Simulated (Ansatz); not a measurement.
Task: energies of removing a hydrogen of AlBrGeH4O, SMILES [OH][GeH]([AlH2])[Br], with Ansatz 0.2.0, Python API. Give the script and its output. Level of theory (for the species named): Hartree-Fock, def2-SVP basis, multiplicity 1.

Input file `albrgeh4o.xyz`:
```text
8

O     0.12870    1.43430   -1.28840
Ge   -0.53200    0.47020    0.04690
Al    1.04220   -1.30290    0.50660
Br   -2.49830   -0.45830   -0.54970
H    -0.59980    2.18170   -1.42540
H    -0.71090    1.36980    1.30880
H     2.59470   -0.93630    0.95740
H     0.66770   -2.81570    0.38800
```

Script `run_bde.py`:
```python
"""X-H bond energies of AlBrGeH4O without relaxation."""

from dataclasses import dataclass

import ansatz as az


@dataclass(frozen=True)
class RunConfig:
    basis_set: str = "def2-SVP"
    functional: str = "hf"


opts = RunConfig()


def single_point(molecule, charge=0, unpaired=0):
    calc = molecule.calculation().basis(gaussian=opts.basis_set).functional(opts.functional)
    if charge:
        calc = calc.charge(charge)
    if unpaired:
        calc = calc.spin("collinear", total=unpaired)
    return calc.run(threads=1).report["free_energy_ev"]

def without(molecule, index):
    rest = az.Crystal.molecule()
    for i, site in enumerate(molecule.cartesian_sites):
        if i != index:
            rest = rest.atom(site.symbol, site.position_ang)
    return rest

albrgeh4o = az.Crystal.molecule_from_extxyz("albrgeh4o.xyz")

whole = single_point(albrgeh4o, 0)
hydrogen = single_point(az.Crystal.molecule().atom("H", (0, 0, 0)), 0, 1)
print(f"E(molecule) = {whole:.5f} eV, E(H) = {hydrogen:.5f} eV")
for index in [4, 5, 7]:
    radical = single_point(without(albrgeh4o, index), 0, 1)
    print(f"H{index}: homolysis {96.485332 * (radical + hydrogen - whole):.1f} kJ/mol")
    anion = single_point(without(albrgeh4o, index), -1)
    print(f"H{index}: loss of a proton {96.485332 * (anion - whole):.1f} kJ/mol")
```

```console
$ python run_bde.py
E(molecule) = -135137.56997 eV, E(H) = -13.58606 eV
H4: homolysis 331.3 kJ/mol
H4: loss of a proton 1575.7 kJ/mol
H5: homolysis 263.1 kJ/mol
H5: loss of a proton 1544.0 kJ/mol
H7: homolysis 280.2 kJ/mol
H7: loss of a proton 1604.6 kJ/mol
```

Notes:
- Total energies depend on the basis set; only differences at equal settings carry meaning.
- The geometry is a force-field or estimated start, not a minimum of this method, and the basis set is short of its limit. All parts are taken at fixed geometry, without zero-point energy.
- Hartree-Fock leaves correlation out, so bond, atomisation and ionisation energies come out well too low.
- The spin-orbit lowering of heavy atoms is left out.
- Anions want diffuse functions, which this basis lacks.
- The whole script took 48 s on 1 thread of Arm Neoverse V1 (shared host), peak memory 0.56 GiB.
